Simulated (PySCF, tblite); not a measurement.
**C4H7BrN2Si: geometry, infrared bands and NMR shifts**

Wanted: the infrared bands and NMR shifts of C4H7BrN2Si (`C/C=N\[C@@H](C#N)[SiH2]Br`), by calculation.

The runs use tblite 0.8.0 and PySCF 2.14.0, with density-fitted response routines of our own; the level of theory stands in each step. All values are computed, except where a source is named. Atoms are numbered from 0 throughout.

## Step 1: Starting geometry

15 atoms, charge 0, multiplicity 1; geometry from: force field or distance geometry start.

Bonds of the start (Å): C0–C1 1.44, C1–N2 1.29, N2–C3 1.42, C3–C4 1.45, C4–N5 1.18, C3–Si6 1.87, Si6–Br7 2.26, C0–H8 1.12, C0–H9 1.12, C0–H10 1.09, C1–H11 1.11, C3–H12 1.09, Si6–H13 1.48, Si6–H14 1.49.

## Step 2: Geometry optimisation with GFN2-xTB

The job: settings as JSON, then the geometry in Å.

```
{"job": {"kind": "relax", "xc": "GFN2-xTB", "basis": "xTB"}, "charge": 0, "multiplicity": 1}
C     -2.209700    -0.088700     0.160500
C     -1.190200    -0.144700     1.176000
N      0.089400    -0.136200     0.987500
C      0.520100    -0.037000    -0.363500
C      0.458300     1.350800    -0.770900
N      0.395900     2.469800    -1.139000
Si     2.318300    -0.563500    -0.368500
Br     3.515600     1.039900     0.677500
H     -3.156400     0.255700     0.643900
H     -2.422100    -1.134200    -0.190600
H     -2.054400     0.559200    -0.706100
H     -1.500900    -0.221600     2.243400
H     -0.026300    -0.669500    -1.066400
H      2.818000    -0.857200    -1.730200
H      2.440200    -1.814800     0.424300
```

Command:

```console
$ OMP_NUM_THREADS=1 python probes_run.py task.json out
```

This one command runs all jobs of the session in turn.

The program printed:

```text
step      E/eV     max force
  0    -646.44723    4.132
  1    -646.20173   13.877
  2    -646.67432    2.853
  3    -646.69723    2.807
  4    -646.77214    0.466
  5    -646.78532    0.280
  6    -646.79876    0.470
  7    -646.80906    0.280
  8    -646.81571    0.216
  9    -646.82306    0.239
 10    -646.82895    0.302
 11    -646.83334    0.192
 12    -646.83602    0.117
 13    -646.83793    0.129
 14    -646.83957    0.157
 15    -646.84134    0.135
 16    -646.84363    0.175
 17    -646.84625    0.165
 18    -646.84844    0.126
 19    -646.84992    0.123
 20    -646.85104    0.114
 21    -646.85215    0.106
 22    -646.85330    0.123
 23    -646.85429    0.087
 24    -646.85507    0.086
 25    -646.85582    0.080
 26    -646.85665    0.093
 27    -646.85740    0.074
 28    -646.85790    0.044
 29    -646.85821    0.043
 30    -646.85853    0.064
 31    -646.85904    0.092
 32    -646.85979    0.095
 33    -646.86063    0.066
 34    -646.86132    0.070
 35    -646.86191    0.073
 36    -646.86259    0.086
 37    -646.86352    0.087
 38    -646.86455    0.079
 39    -646.86535    0.068
 40    -646.86588    0.071
 41    -646.86633    0.055
 42    -646.86688    0.070
 43    -646.86752    0.093
 44    -646.86818    0.083
 45    -646.86882    0.072
 46    -646.86941    0.066
 47    -646.86992    0.054
 48    -646.87033    0.052
 49    -646.87066    0.048
 50    -646.87094    0.049
 51    -646.87120    0.044
 52    -646.87145    0.047
 53    -646.87174    0.055
 54    -646.87210    0.060
 55    -646.87245    0.055
 56    -646.87270    0.035
 57    -646.87286    0.029
 58    -646.87300    0.036
 59    -646.87321    0.052
 60    -646.87358    0.066
 61    -646.87417    0.070
 62    -646.87492    0.087
 63    -646.87566    0.083
 64    -646.87627    0.058
 65    -646.87668    0.063
 66    -646.87693    0.047
 67    -646.87713    0.045
 68    -646.87734    0.036
 69    -646.87763    0.050
 70    -646.87786    0.050
 71    -646.87810    0.039
 72    -646.87838    0.048
 73    -646.87875    0.066
 74    -646.87913    0.061
 75    -646.87940    0.036
 76    -646.87957    0.036
 77    -646.87976    0.063
 78    -646.88007    0.090
 79    -646.88053    0.100
 80    -646.88104    0.078
 81    -646.88145    0.040
 82    -646.88171    0.036
 83    -646.88184    0.027
 84    -646.88192    0.022
 85    -646.88197    0.019
 86    -646.88200    0.020
 87    -646.88203    0.020
 88    -646.88206    0.013
 89    -646.88208    0.015
 90    -646.88211    0.012
 91    -646.88214    0.011
 92    -646.88216    0.016
 93    -646.88219    0.015
 94    -646.88224    0.024
 95    -646.88233    0.039
 96    -646.88246    0.046
 97    -646.88261    0.053
 98    -646.88276    0.042
 99    -646.88292    0.045
100    -646.88313    0.056
101    -646.88343    0.076
102    -646.88384    0.101
103    -646.88427    0.055
104    -646.88452    0.144
105    -646.88484    0.077
106    -646.88499    0.167
107    -646.88541    0.105
108    -646.88577    0.047
109    -646.88617    0.068
110    -646.88636    0.059
111    -646.88676    0.055
112    -646.88725    0.075
113    -646.88803    0.146
114    -646.88922    0.380
115    -646.89172    0.317
116    -646.88490    0.515
117    -646.89718    0.265
118    -646.89724    0.164
119    -646.90201    0.148
120    -646.89358    0.650
121    -646.90463    0.129
122    -646.90612    0.124
123    -646.90955    0.147
124    -646.91156    0.319
125    -646.91410    0.116
126    -646.91498    0.072
127    -646.91588    0.096
128    -646.91644    0.071
129    -646.91689    0.038
130    -646.91717    0.048
131    -646.91732    0.040
132    -646.91749    0.055
133    -646.91770    0.054
134    -646.91808    0.065
135    -646.91867    0.079
136    -646.91945    0.081
137    -646.92031    0.075
138    -646.92096    0.082
139    -646.92147    0.065
140    -646.92141    0.118
141    -646.92199    0.100
142    -646.92231    0.041
143    -646.92253    0.038
144    -646.92348    0.084
145    -646.92410    0.112
146    -646.92514    0.124
147    -646.92552    0.095
148    -646.92625    0.071
149    -646.92663    0.051
150    -646.92745    0.084
151    -646.92810    0.081
152    -646.92883    0.076
153    -646.92895    0.161
154    -646.93034    0.116
155    -646.93105    0.106
156    -646.93021    0.279
157    -646.93368    0.067
158    -646.93485    0.063
159    -646.93413    0.346
160    -646.93778    0.075
161    -646.93915    0.074
162    -646.93940    0.315
163    -646.94231    0.107
164    -646.94322    0.122
165    -646.94377    0.228
166    -646.94530    0.143
167    -646.94613    0.115
168    -646.94770    0.288
169    -646.95019    0.087
170    -646.95140    0.066
171    -646.95034    0.263
172    -646.95321    0.053
173    -646.95390    0.090
174    -646.95564    0.107
175    -646.95693    0.086
176    -646.95833    0.304
177    -646.95903    0.132
178    -646.96006    0.124
179    -646.96191    0.134
180    -646.96303    0.092
181    -646.96375    0.061
182    -646.96452    0.046
183    -646.96500    0.058
184    -646.96532    0.062
185    -646.96550    0.067
186    -646.96578    0.049
187    -646.96589    0.049
188    -646.96606    0.040
189    -646.96616    0.034
190    -646.96626    0.038
191    -646.96635    0.032
192    -646.96644    0.022
193    -646.96651    0.014
194    -646.96655    0.018
195    -646.96657    0.011
196    -646.96658    0.014
197    -646.96659    0.014
198    -646.96661    0.011
199    -646.96663    0.010
```

It took 1.7 s on 1 thread of Arm Neoverse V1, shared host; peak memory 0.18 GiB.

Step by step: (not every step is listed) (the energy doesn't fall at every step)

```csv
step,energy from step 0 (eV),largest force (eV/Å)
0,0.0000,4.1317
1,0.2455,13.8775
2,-0.2271,2.8526
3,-0.2500,2.8066
4,-0.3249,0.4660
5,-0.3381,0.2804
6,-0.3515,0.4697
7,-0.3618,0.2798
8,-0.3685,0.2162
26,-0.4094,0.0928
44,-0.4210,0.0827
62,-0.4277,0.0874
80,-0.4338,0.0784
98,-0.4355,0.0416
116,-0.4377,0.5153
134,-0.4709,0.0650
152,-0.4816,0.0763
170,-0.5042,0.0664
188,-0.5188,0.0397
194,-0.5193,0.0185
195,-0.5193,0.0112
196,-0.5194,0.0136
197,-0.5194,0.0141
198,-0.5194,0.0114
199,-0.5194,0.0096
```

Close pairs (by a distance rule), those that changed most:

```csv
bond,before (Å),after (Å),change (Å)
C3–Si6,1.874,1.928,+0.054
C0–C1,1.440,1.490,+0.050
Si6–Br7,2.258,2.208,-0.050
C0–H9,1.123,1.085,-0.038
Si6–H14,1.486,1.450,-0.036
C1–N2,1.293,1.259,-0.035
C4–N5,1.180,1.146,-0.034
C0–H8,1.117,1.089,-0.028
```

The next job starts from the end point, and lists it.

## Step 3: Vibrational analysis with GFN2-xTB

The job: settings as JSON, then the geometry in Å.

```
{"job": {"kind": "ir", "xc": "GFN2-xTB", "basis": "xTB"}, "charge": 0, "multiplicity": 1}
C     -1.692792     0.799609     0.769154
C     -1.181904    -0.593858     0.906384
N     -0.333165    -1.247860     0.245827
C      0.442726    -0.785306    -0.865484
C     -0.052724     0.237371    -1.742776
N     -0.391217     1.042382    -2.484897
Si     2.151457    -0.283776    -0.127366
Br     1.851045     1.406421     1.260658
H     -2.781793     0.786498     0.775267
H     -1.345759     1.294190    -0.132595
H     -1.363494     1.375913     1.634402
H     -1.607292    -1.154381     1.736396
H      0.631221    -1.669547    -1.491645
H      3.034285     0.191845    -1.179454
H      2.634992    -1.391510     0.674216
```

The program printed:

```text
mode    cm-1     km/mol
  1      34.6      5.99
  2      56.2      3.84
  3      76.2      1.80
  4     115.6      2.16
  5     123.6      5.13
  6     161.5     19.55
  7     201.1      9.20
  8     271.8      2.66
  9     421.2     11.62
 10     425.6     16.73
 11     468.2     23.25
 12     476.2     24.34
 13     492.3     53.97
 14     595.9      3.77
 15     654.9     49.52
 16     691.1     31.89
 17     737.7    436.62
 18     739.1    226.55
 19     825.7     12.77
 20     906.4      8.28
 21     984.5     35.94
 22    1012.3     15.69
 23    1052.6     42.37
 24    1098.5     30.60
 25    1114.3      5.67
 26    1256.9      2.55
 27    1339.5      3.54
 28    1385.8     39.83
 29    1453.4     17.51
 30    1466.2     15.77
 31    1745.6     89.87
 32    2359.7    192.65
 33    2372.5    280.76
 34    2389.8    181.88
 35    2868.1     20.08
 36    2986.2     31.75
 37    3003.3     11.97
 38    3020.9     10.33
 39    3081.3     15.31
```

Run time: 0.63 s. Hardware: 1 thread of Arm Neoverse V1, shared host; peak memory 0.18 GiB.

The strongest bands and the atoms that carry them (share of the mass-weighted mode):

```csv
cm⁻¹,km/mol,atoms
492,54.0,"H14 24 %, H13 23 %, C4 22 %, Si6 15 %"
655,49.5,"C3 29 %, H14 19 %, H13 19 %"
738,436.6,"H14 28 %, H13 26 %, Si6 17 %, C3 16 %"
739,226.6,"H13 47 %, H14 46 %"
1746,89.9,"C1 54 %, N2 43 %"
2360,192.7,H13 92 %
2372,280.8,"C4 57 %, N5 38 %"
2390,181.9,H14 96 %
```

## Step 4: NMR shieldings: PBE0/pcSseg-1

The job, as its differences from that of step 3:

```diff
@@ -1,2 +1,2 @@
-{"job": {"kind": "ir", "xc": "GFN2-xTB", "basis": "xTB"}, "charge": 0, "multiplicity": 1}
+{"job": {"kind": "nmr", "xc": "PBE0", "basis": "pcSseg-1"}, "charge": 0, "multiplicity": 1}
 C     -1.692792     0.799609     0.769154
```

With the program's defaults for keys left out, this is: GIAO PBE0/pcSseg-1 NMR shielding, non-relativistic, gas phase.

The program printed:

```text
coarse grid: 62008 points
cycle   1  E = -3128.6634754789  dE = -1.766e-01  |g| = 8.383e-01  |ddm| = 3.728e+00
cycle   2  E = -3128.5189777235  dE =  1.445e-01  |g| = 1.015e+00  |ddm| = 1.383e+00
cycle   3  E = -3128.6889576907  dE = -1.700e-01  |g| = 4.795e-01  |ddm| = 1.120e+00
cycle   4  E = -3128.7353692586  dE = -4.641e-02  |g| = 8.471e-02  |ddm| = 3.273e-01
cycle   5  E = -3128.7364894147  dE = -1.120e-03  |g| = 4.003e-02  |ddm| = 8.605e-02
cycle   6  E = -3128.7368003245  dE = -3.109e-04  |g| = 9.529e-03  |ddm| = 3.605e-02
cycle   7  E = -3128.7368222562  dE = -2.193e-05  |g| = 2.126e-03  |ddm| = 9.761e-03
cycle   8  E = -3128.7368230614  dE = -8.052e-07  |g| = 5.346e-04  |ddm| = 2.369e-03
final grid: 129424 points
cycle   9  E = -3128.7368729423  dE = -1.574e-08  |g| = 8.176e-04  |ddm| = 2.444e-03
cycle  10  E = -3128.7368725733  dE =  3.690e-07  |g| = 1.534e-03  |ddm| = 1.978e-03
cycle  11  E = -3128.7368730647  dE = -4.914e-07  |g| = 3.047e-04  |ddm| = 1.271e-03
cycle  12  E = -3128.7368730833  dE = -1.858e-08  |g| = 1.375e-05  |ddm| = 2.400e-04
cycle  13  E = -3128.7368730833  dE = -3.456e-11  |g| = 6.055e-06  |ddm| = 2.153e-05
converged SCF energy = -3128.7368730833

GIAO shielding tensors (ppm)
atom      isotropic    diamagn.    paramagn.     s11        s22        s33       span
  0 C      164.682     253.647     -88.965    138.470    175.863    179.711     41.241
  1 C       13.297     253.395    -240.098    -93.965      8.648    125.210    219.175
  2 N      -75.723     329.462    -405.185   -396.462    -85.259    254.554    651.016
  3 C      144.166     251.459    -107.293    126.594    141.533    164.370     37.776
  4 C       63.831     261.969    -198.138    -54.196    -45.954    291.643    345.839
  5 N      -48.278     340.001    -388.279   -218.659   -182.789    256.612    475.271
  6 Si     352.844     877.543    -524.699    294.269    373.950    390.314     96.045
  7 Br    2786.523    3126.449    -339.926   2598.843   2854.327   2906.399    307.556
  8 H       29.869      29.203       0.666     26.673     26.690     36.244      9.571
  9 H       27.749      33.542      -5.793     22.886     28.184     32.177      9.290
 10 H       29.816      30.961      -1.144     24.932     30.918     33.599      8.666
 11 H       23.712      30.080      -6.368     20.430     24.290     26.417      5.987
 12 H       26.703      28.221      -1.519     22.272     26.030     31.806      9.534
 13 H       26.176      27.175      -0.999     21.624     24.325     32.580     10.956
 14 H       26.407      27.603      -1.195     21.662     24.390     33.170     11.508
```

Run time: 53 s. Hardware: 1 thread of Arm Neoverse V1, shared host; peak memory 0.84 GiB.

Shifts follow as δ = σ(reference) − σ, with reference shieldings (ppm) from runs at the same level and on the same kind of geometry: 1H TMS 31.72, 13C TMS 186.9, 29Si TMS 349.2, 15N NH3 267.7, 79Br HBr 2622. The references are single molecules in the gas phase, so shifts against H2O, NH3, PH3, H3PO4 or CFCl3 are not on the usual liquid scales and can be off by tens of ppm. Atoms listed in one row are averaged.

```csv
atoms,environment,σ (ppm),δ (ppm),δ scaled to CDCl3
C1,C=N carbon,13.3,173.6,167.5
C4,nitrile carbon,63.8,123.1,118.2
C3,"sp3 CH bonded to N and Si, α to a nitrile",144.2,42.8,39.8
C0,methyl carbon,164.7,22.2,19.8
H11,hydrogen on a C=N carbon,23.71,8.00,7.65
H13,"hydrogen on a silicon bonded to C, Br",26.18,5.54,–
H14,"hydrogen on a silicon bonded to C, Br",26.41,5.31,–
H12,"hydrogen on an sp3 CH bonded to N and Si, α to a nitrile",26.70,5.01,4.83
"H8, H9, H10",hydrogen on a methyl carbon,29.14,2.57,2.53
N2,imine nitrogen,-75.7,343.5,–
N5,nitrile nitrogen,-48.3,316.0,–
Si6,"silicon bonded to C, Br, 2 H",352.8,-3.7,–
Br7,bromine bonded to Si,2787,-164,–
```

The scaled column applies a straight-line fit of computed shieldings to shifts measured in CDCl3, with any fitted terms for Cl, Br or S neighbours (root-mean-square error 0.16 ppm for H, 1.9 ppm for C).

The run also stored atomic charges by several schemes (e):

```csv
atoms,Mulliken,IAO,Hirshfeld,ESP fit
C0,-0.28,-0.47,-0.13,-0.54
C1,0.03,0.04,0.06,0.52
N2,-0.42,-0.29,-0.16,-0.72
C3,-0.27,-0.32,-0.05,0.32
C4,0.08,0.11,0.08,0.23
N5,-0.24,-0.24,-0.21,-0.44
Si6,0.77,0.76,0.35,0.01
Br7,-0.35,-0.24,-0.07,-0.09
```

Mayer bond orders: C0–C1 1.04, C1–N2 1.93, N2–C3 0.99, C3–C4 0.97, C4–N5 2.98, C3–Si6 0.79, Si6–Br7 0.96.

Orbitals, density, ELF and potential are computed afterwards from the orbital file.

Frontier orbitals at PBE0/pcSseg-1, with the share of their density that lies nearest to each atom:

```csv
orbital,energy (eV),lies on
HOMO,-7.63,"N2 58 %; H11 7 %; C0, C1, C3 about 6 % each"
LUMO,-0.60,C1 33 %; N2 26 %; H11 7 %
```

ELF in a plane through or near 4 of the atoms.

Ten even steps from ' ' (0.00) to '@' (1.00):
```
                                                        
                                                        
                                                        
                                                        
            ....                                        
          ::**##**::                                    
          ==%%@@@@##::....                              
          ::**##==..::::..    ........::..              
        ..--==::==##  ::..    ..--++++++--..            
      ::##@@@@**==##..++::    ..++++--==%%%%%%==        
      **@@@@@@@@**::****--..    ****..##@@@@@@%%..      
      --@@@@@@@@==....--++==..  %%@@%%**%%@@@@**        
        ++%%**--    ::++++**++  ==%%##::--**++..        
                  ..++####%%##--    ..                  
                  ::==##++..****::                      
                  ..==##%%##@@%%==                      
                    --**%%@@%%**::                      
                      --++****--                        
                                                        
                                                        
```
The map spans 11.5 Å across and 10.5 Å up, centred on the molecule. Atoms in the plane (x, y in Å): C0 (2.0, 0.0), N5 (-0.3, -2.7), Si6 (-2.1, 0.6), H8 (3.0, -0.3).

On the surface of density 0.002 e/bohr³ the electrostatic potential runs, from the 1st to the 99th percentile, from -1.60 V near N5 to 1.76 V near H12.

## Step 5: Results

| quantity | value |
| --- | --- |
| strongest single infrared mode (GFN2-xTB) | 738 cm⁻¹, 437 km/mol |
| zero-point energy (GFN2-xTB) | 63.6 kcal/mol |
| 13C shifts against TMS (PBE0/pcSseg-1) | 173.6, 123.1, 42.8, 22.2 ppm |
| 1H shifts against TMS (PBE0/pcSseg-1, means over atoms taken as alike) | 8.00, 5.54, 5.31, 5.01, 2.57 ppm |
| 15N shifts against NH3 (PBE0/pcSseg-1) | 343.5, 316.0 ppm |
| 29Si shifts against TMS (PBE0/pcSseg-1) | -3.7 ppm |
| 79Br shifts against HBr (PBE0/pcSseg-1) | -164 ppm |
| surface potential, 1st and 99th percentile | -1.60 V and 1.76 V |

Relaxing lowered the energy by 0.519 eV in 199 steps; the close pair that moved most is C3–Si6, from 1.874 to 1.928 Å. No mode is imaginary among the 39: a minimum at this level. Unscaled tight-binding wavenumbers are off by several per cent, some by more. Its intensities can rank the bands wrongly. At PBE0/pcSseg-1: The widest tensor belongs to N2: span 651 ppm, with a paramagnetic part of -405 ppm. At PBE0/pcSseg-1, counted by nearest atom on the grid, the HOMO lies on N2 58 %; H11 7 %, the LUMO on C1 33 %; N2 26 %. Spin-orbit coupling is left out, which matters for shieldings and couplings at and beside the heavy atoms.
